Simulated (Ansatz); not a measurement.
**CHI2 radical: how energies converge with the basis set**

The task here is to estimate one member of a computed series from the others.

Method: one geometry, several basis sets; program: Ansatz 0.2.0, Gaussian basis.

The runs, in order: PBE0-D4/def2-SVP; ωB97M-V/def2-SVP; PBE0-D4/def2-QZVPP; ωB97M-V/def2-QZVPP; the functionals' def2-TZVPP values are taken from earlier runs.

**Structure used throughout**

An earlier PBE0-D4 in a triple-zeta def2 set relaxation fixed the geometry. I takes the def2 core potential; no spin-orbit term is included.

SMILES `I[CH]I`, 4 atoms, charge 0, spin multiplicity 2.

Atoms are counted from 1 here; the program's logs count them from 0.

Bond lengths: I1–C2 2.037 Å, C2–I3 2.037 Å, C2–H4 1.081 Å. Angles: I1–C2–I3 123.3°, I1–C2–H4 117.2°, I3–C2–H4 117.2°.

The first run:

The input, in.yaml:

```yaml
crystal:
  periodic: [false, false, false]
  atoms:
    - {symbol: I, position_ang: [-1.742254, 0.249420, -0.792883]}
    - {symbol: C, position_ang: [0.100185, 0.188431, 0.074885]}
    - {symbol: I, position_ang: [0.933063, -1.516904, 0.816147]}
    - {symbol: H, position_ang: [0.764606, 1.018752, -0.118349]}
basis:
  gaussian: {orbitals: def2-SVP}
magnetization: {spin_polarized: true, initial_magnetization: 1}
hamiltonian: {xc: pbe0, dispersion: d4}
output: {orbitals: {seedname: orbitals}}
```

Steps of the session up to this table: PBE0-D4 in def2-SVP; ωB97M-V in def2-SVP; PBE0-D4 in def2-QZVPP; ωB97M-V in def2-QZVPP.

One of the session's tables, all rows but one given; the rest of the session is left out.

It belongs to the step «Density functionals: the series». 

| functional | basis | HOMO (eV) | LUMO (eV) |
| --- | --- | --- | --- |
| PBE0-D4 | def2-SVP | -6.03 | -2.28 |
| PBE0-D4 | def2-TZVPP | -6.08 | -2.42 |
| PBE0-D4 | def2-QZVPP | ? | ? |
| ωB97M-V | def2-SVP | -7.99 | -0.39 |
| ωB97M-V | def2-TZVPP | -8.04 | -0.61 |
| ωB97M-V | def2-QZVPP | -8.06 | -0.66 |

Estimate the missing values for PBE0-D4, def2-QZVPP.

As computed: HOMO (eV): -6.10; LUMO (eV): -2.46. In the column «HOMO (eV)» it lies between ωB97M-V, def2-SVP (-7.99) and PBE0-D4, def2-TZVPP (-6.08).
